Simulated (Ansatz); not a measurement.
Predict the output of the script below (Ansatz 0.2.0 through its Python package).

The script, `bands_rbticu3se4.py`:
```python
# -*- coding: utf-8 -*-
"""Bands of RbTiCu3Se4 along a path through the zone."""

import ansatz as az
import numpy as np


def main():
    cell = (
        az.Lattice.of((6.156163, 0.0, 0.0), (0.0, 6.156163, 0.0), (0.0, 0.0, 6.156163))
        .atom("Rb", (0.5, 0.5, 0.5))
        .atom("Ti", (0.0, 0.0, 0.0))
        .atom("Cu", (0.0, 0.5, 0.0))
        .atom("Cu", (0.0, 0.0, 0.5))
        .atom("Cu", (0.5, 0.0, 0.0))
        .atom("Se", (0.220086, 0.220086, 0.220086))
        .atom("Se", (0.779914, 0.779914, 0.220086))
        .atom("Se", (0.220086, 0.779914, 0.779914))
        .atom("Se", (0.779914, 0.220086, 0.779914))
    )

    # vertices of the path, as fractions of the reciprocal vectors
    path = [
        ("G", (0.0, 0.0, 0.0)),
        ("X", (0.0, 0.5, 0.0)),
        ("M", (0.5, 0.5, 0.0)),
        ("G", (0.0, 0.0, 0.0)),
        ("R", (0.5, 0.5, 0.5)),
        ("X", (0.0, 0.5, 0.0)),
    ]
    base = (
        cell.calculation()
        .functional("LDA")
        .basis(17 * az.Ha)
        .kpoints(3, 3, 3, center="gamma")
        .occupations(az.OccupationsMethod.FIXED)
        .band_structure([point for _, point in path], intervals=10)
        .scf(extra_bands=10)
        .stress()
    )
    done = base.run(threads=1)
    report = done.report

    n_atoms = len(report["lattice"]["sites"])
    print("F =", round(report["free_energy_ev"], 4), "eV for", n_atoms, "atoms")
    print("E(sigma -> 0) =", round(report["energy_sigma0_ev"], 4), "eV, TS =", round(report["entropy_ts_ev"], 5), "eV")
    print("closed by", report["closed_by"], "after", report["n_iterations"], "iterations")

    # pressure is a third of the trace
    stress = np.array(report["stress_gpa"])
    print(f"pressure {np.trace(stress) / 3:.3f} GPa")
    print("stress tensor, GPa, positive in compression")
    print(np.round(stress, 3) + 0.0)

    bands = done.band_structure()
    fermi = bands.fermi_energy_ev
    print(f"zero of the bands: {fermi:.3f} eV, the Fermi level found on the SCF mesh")
    for spin, channel in enumerate(bands.channels):
        print("channel", spin, "- computed levels within 6 eV of the Fermi level")
        for i, (label, _) in enumerate(path):
            levels = channel.eigenvalues_ev[i * 10] - fermi
            print(f"  {label:3s}", " ".join(f"{e:7.3f}" for e in levels if abs(e) < 6))


if __name__ == "__main__":
    main()
```

```console
$ python bands_rbticu3se4.py
F = -46826.0122 eV for 9 atoms
E(sigma -> 0) = -46826.0122 eV, TS = 0.0 eV
closed by deck_thresholds after 10 iterations
pressure -3.616 GPa
stress tensor, GPa, positive in compression
[[-3.616  0.     0.   ]
 [ 0.    -3.616  0.   ]
 [ 0.     0.    -3.616]]
zero of the bands: 6.174 eV, the Fermi level found on the SCF mesh
channel 0 - computed levels within 6 eV of the Fermi level
  G    -4.528  -4.528  -3.810  -2.989  -2.989  -2.989  -2.491  -2.491  -2.491  -2.101  -2.101  -2.101  -1.686  -1.686  -1.413  -1.413  -1.413  -1.321  -1.321  -1.304  -0.842  -0.803  -0.803  -0.803  -0.298  -0.298  -0.298   1.195   1.842   1.842   2.211   2.211   2.211   4.275   4.275   4.610   4.610
  X    -4.352  -3.959  -3.736  -3.351  -2.939  -2.939  -2.857  -2.811  -2.571  -2.571  -2.160  -2.160  -1.614  -1.458  -1.451  -1.357  -1.357  -1.310  -1.282  -1.281  -1.013  -1.013  -0.891  -0.875  -0.766  -0.159  -0.159   1.667   2.014   2.402   2.632   2.632   3.287   3.884   4.636   5.254   5.254
  M    -4.009  -4.009  -3.920  -3.313  -3.185  -2.971  -2.763  -2.763  -2.594  -2.517  -2.443  -2.443  -1.534  -1.410  -1.401  -1.401  -1.384  -1.302  -1.302  -1.085  -1.028  -1.028  -0.990  -0.967  -0.409  -0.409   0.171   1.900   2.269   2.293   2.746   2.746   3.821   3.821   4.437   4.697   5.656
  G    -4.528  -4.528  -3.810  -2.989  -2.989  -2.989  -2.491  -2.491  -2.491  -2.101  -2.101  -2.101  -1.686  -1.686  -1.413  -1.413  -1.413  -1.321  -1.321  -1.304  -0.842  -0.803  -0.803  -0.803  -0.298  -0.298  -0.298   1.195   1.842   1.842   2.211   2.211   2.211   4.275   4.275   4.610   4.610
  R    -4.111  -4.111  -4.111  -3.638  -2.867  -2.867  -2.700  -2.700  -2.700  -2.410  -2.410  -2.410  -1.458  -1.458  -1.458  -1.366  -1.366  -1.366  -1.156  -1.127  -1.127  -1.127  -1.071  -1.071   0.296   0.296   0.296   2.227   2.227   2.510   2.510   2.510   3.029   3.029   3.029   5.826
  X    -4.352  -3.959  -3.736  -3.351  -2.939  -2.939  -2.857  -2.811  -2.571  -2.571  -2.160  -2.160  -1.614  -1.458  -1.451  -1.357  -1.357  -1.310  -1.282  -1.281  -1.013  -1.013  -0.891  -0.875  -0.766  -0.159  -0.159   1.667   2.014   2.402   2.632   2.632   3.287   3.884   4.636   5.254   5.254
```

What to keep in mind:
- Total energies depend on the potentials; only differences at equal settings carry meaning. A total without «per atom» is that of the cell as typed.
- Spin is left out of this run.
- The computed bands are complete only to about 4.6 eV above the Fermi level.
- Under fixed occupations the level called the Fermi level is the highest filled one on the SCF mesh; off the mesh a filled band can lie a little above it.
- The structure comes from a database of computed cells and needn't be a stable or known phase.
- Gaps and levels are Kohn-Sham values on a finite set of k-points, without spin-orbit coupling.
- Run time: 58 s on 1 thread of Arm Neoverse V2 (shared host), peak memory 0.89 GiB.

(A comment or docstring line of the script was reworded after the run, the code is as it ran; lines on the test bed's own set-up are left out of the output.)
